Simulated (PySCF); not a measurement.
# H5O2PSi: the cost of one run

The runs use PySCF 2.14.0, with density-fitted response routines of our own; the level of theory stands in each step. All values are computed, except where a source is named. Atoms are numbered from 0 throughout.

## 1. Starting geometry

9 atoms, charge 0, multiplicity 1; geometry from: PBE0-D3(BJ)/def2-SVP.

Bonds of the start (Å): O0–Si1 1.66, Si1–O2 1.66, Si1–P3 2.24, O0–H4 0.96, Si1–H5 1.50, O2–H6 0.96, P3–H7 1.43, P3–H8 1.43.

## 2. Indirect couplings: B3LYP/def2-TZVP

Job settings and geometry (Å):

```
{"job": {"kind": "j", "xc": "B3LYP", "basis": "def2-TZVP"}, "charge": 0, "multiplicity": 1}
O     -1.069386    -1.268335     0.651280
Si    -0.231175    -0.097766    -0.171234
O     -1.159223     1.246864    -0.481733
P      1.377538     0.522844     1.258593
H     -1.864739    -1.621410     0.242253
H      0.245720    -0.627801    -1.490058
H     -1.452397     1.371118    -1.388224
H      2.129916     1.170315     0.229194
H      2.083853    -0.711992     1.117142
```

With the program's defaults for keys left out, this is: B3LYP/def2-TZVP indirect spin-spin coupling, non-relativistic, gas phase.

Run with:

```
$ OMP_NUM_THREADS=1 python probes_run.py task.json out
```

One launch serves the whole session: the jobs run in the order shown.

Q: Estimate the wall time and peak memory of this first job on 1 thread of Arm Neoverse V1, shared host.

About 23 s, with a peak of 0.76 GiB.
